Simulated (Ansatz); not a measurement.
# ClGaH3N: the cost of one run

Program: Ansatz 0.2.0. Level of theory: RKS PBE/def2-SVP. These are calculated values, not measurements.

**1. The system as given**

Bond lengths: Ga1–N2 2.130 Å, N2–H3 1.060 Å, N2–H4 1.060 Å, Ga1–H5 1.770 Å, Ga1–Cl6 2.240 Å. Angles: Ga1–N2–H3 80.8°, Ga1–N2–H4 156.7°, H3–N2–H4 120.0°, N2–Ga1–H5 42.8°, N2–Ga1–Cl6 160.7°, H5–Ga1–Cl6 156.5°.

As a file:

```xyz
6

Ga    0.0000    0.0000    0.0000
N     1.3882    0.0000    1.6155
H     0.5112   -0.2713    2.1455
H     2.2651    0.2713    2.1455
H     1.7585    0.0000    0.2012
Cl   -1.9398    0.0000   -1.1200
```

**2. Pulling towards end A**

Springs on the bonds that form and break draw the guess towards this end; the thresholds are loose.

File input.yaml:

```yaml
crystal:
  periodic: [false, false, false]
  atoms:
    - { symbol: Ga, position_ang: [0.0, 0.0, 0.0] }
    - { symbol: "N", position_ang: [1.3882, 0.0, 1.6155] }
    - { symbol: H, position_ang: [0.5112, -0.2713, 2.1455] }
    - { symbol: H, position_ang: [2.2651, 0.2713, 2.1455] }
    - { symbol: H, position_ang: [1.7585, 0.0, 0.2012] }
    - { symbol: Cl, position_ang: [-1.9398, 0.0, -1.12] }
basis:
  gaussian: { orbitals: def2-SVP }
hamiltonian:
  xc: pbe
relax:
  f_tol: 0.15
  max_steps: 25
  restrain:
    - { distance: [1, 4], at: 2.26, k: 30.0 }
    - { distance: [0, 1], at: 1.93, k: 30.0 }
    - { distance: [0, 4], at: 1.57, k: 30.0 }
output:
  orbitals: {}
```

The run is started by

```bash
$ ansatz run input.yaml --threads 1 --pin off --max-ram 2048MiB --backend cpu --events-out ev --progress --plain --runs-dir out
```

What time and memory should one allow on 1 thread of Arm Neoverse V1, shared host?

About 21 s, with a peak of 0.14 GiB.
